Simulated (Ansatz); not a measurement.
# CuP: the cost of one run

Method: DFT PBEsol, scalar-relativistic, plane waves, PAW, in Ansatz 0.2.0.

### 1 Starting point

It takes space group Fm-3m (No. 225, cubic). The conventional cell has a = 4.773 Å, b = 4.773 Å, c = 4.773 Å, α = 90.00°, β = 90.00°, γ = 90.00°. Around Cu (site symmetry m-3m) lie 6 P at 2.39 Å. P (site symmetry m-3m) is surrounded by 6 Cu at 2.39 Å.

Structure file:

```xyz
2
Lattice="0.0000 2.3864 2.3864 2.3864 0.0000 2.3864 2.3864 2.3864 0.0000" Properties=species:S:1:pos:R:3 pbc="T T T"
Cu    2.3864    2.3864    2.3864
P     0.0000    0.0000    0.0000
```

This cell comes from an earlier session at PBEsol: 13.591 Å³/atom at 0.00 GPa, on a 12×12×12 mesh.

The changes: atom 2 (P) moved 0.2 Å along z; strain e4 = +0.01, atoms carried along.

### 2 Atom 2 (P) moved 0.2 Å along z

File input.yaml:

```yaml
crystal:
  lattice:
    - [0.0, 2.3864281752, 2.3864281752]
    - [2.3864281752, 0.0, 2.3864281752]
    - [2.3864281752, 2.3864281752, 0.0]
  atoms:
    - { symbol: Cu, position: [0.5, 0.5, 0.5] }
    - { symbol: P, position: [0.0419036286, 0.0419036286, -0.0419036286] }
basis:
  ecutwfc: 420
  ecutrho_ratio: 4
kpoints:
  mp_grid: { grid: [12, 12, 12] }
hamiltonian:
  xc: pbesol
scf:
  occupations: { method: gaussian, width: 0.05 }
output:
  forces: true
  stress: true
  eigenvalues: true
```

Run with:

```
ansatz run input.yaml --threads 4 --pin off --max-ram 4096MiB --backend cpu --events-out ev --progress --plain --runs-dir out
```

**Question.** How long does this run take on 4 threads of an Arm CPU, shared host, and how much memory does it need?

About 2.4 s, with a peak of 0.39 GiB.
